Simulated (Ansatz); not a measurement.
# NaHF2: squeezing one contact

One table from this session's results is given with a row withheld; the runs are named, their logs left out.

Program: Ansatz 0.2.0. Level of theory: DFT LDA, with the methods named in each step. These are calculated values, not measurements.

### Starting point

The structure is trigonal, space group R-3m (No. 166). Conventional cell: a = 3.395 Å, b = 3.395 Å, c = 13.712 Å, α = 90.00°, β = 90.00°, γ = 120.00°. Na (site symmetry -3m) has 6 F at 2.27 Å in its first shell of neighbours. Around H (site symmetry -3m) lie 2 F at 1.14 Å. F (site symmetry 3m) has 1 H at 1.14 Å in its first shell of neighbours.

Coordinates:

```
CELL_PARAMETERS angstrom
1.69729 0.97993 4.57083
-1.69729 0.97993 4.57083
0.00000 -1.95986 4.57083
ATOMIC_POSITIONS crystal
Na 0.00000 0.00000 0.00000
H 0.50000 0.50000 0.50000
F 0.58292 0.58292 0.58292
F 0.41708 0.41708 0.41708
```

Atoms are numbered in the order of the input: Na1, H2, F3, F4.

Set-up of the first run:

Input file input.yaml:

```yaml
crystal:
  lattice:
    - [1.6972920983, 0.9799320498, 4.5708320076]
    - [-1.6972920983, 0.9799320498, 4.5708320076]
    - [0.0, -1.9598640997, 4.5708320076]
  atoms:
    - { symbol: Na, position: [0.0, 0.0, 0.0] }
    - { symbol: H, position: [0.5, 0.5, 0.5] }
    - { symbol: F, position: [0.58291882, 0.58291882, 0.58291882] }
    - { symbol: F, position: [0.41708118, 0.41708118, 0.41708118] }
kpoints:
  mp_grid: { grid: [7, 7, 7] }
scf:
  occupations: { method: fermi_dirac, width: 0.03 }
hamiltonian:
  xc: lda
  pseudopotentials: { kind: paw }
output:
  forces: true
  stress: true
  eigenvalues: true
  populations: true
```

Run with:

```console
> ansatz run input.yaml --threads 1 --pin off --max-ram 3072MiB --backend cpu --events-out ev --progress --plain --runs-dir out
```

Among the steps run: Shortest bond scaled by 1, PAW; Shortest bond scaled by 1.05, PAW; Shortest bond scaled by 0.95, PAW; Shortest bond scaled by 0.9, PAW; Shortest bond scaled by 0.8, PAW; Shortest bond scaled by 0.8, PAW (source ansatz).

One of the session's tables, all rows but one given; the rest of the session is left out.

```
             method  length (Å)  F from the given length (eV/cell)  force along the bond (eV/Å)  pressure (GPa)  gap on the k mesh (eV)  largest force (eV/Å)
                PAW       0.910                              0.514                        6.172            6.48                    6.26                 6.809
                PAW       1.023                              0.093                        1.842            1.21                    6.60                 2.153
                PAW       1.080                              0.022                        0.750           -0.38                    6.73                 0.922
                PAW       1.137                                  ?                            ?               ?                       ?                     ?
                PAW       1.194                              0.009                       -0.364           -1.99                    6.70                 0.367
PAW (source ansatz)       0.910                                  –                        6.191            6.54                    6.25                 6.834
```

Estimate the missing values for PAW, 1.137.

The run gave: F from the given length (eV/cell): 0.000; force along the bond (eV/Å): 0.066; pressure (GPa): -1.41; gap on the k mesh (eV): 6.78; largest force (eV/Å): 0.132.
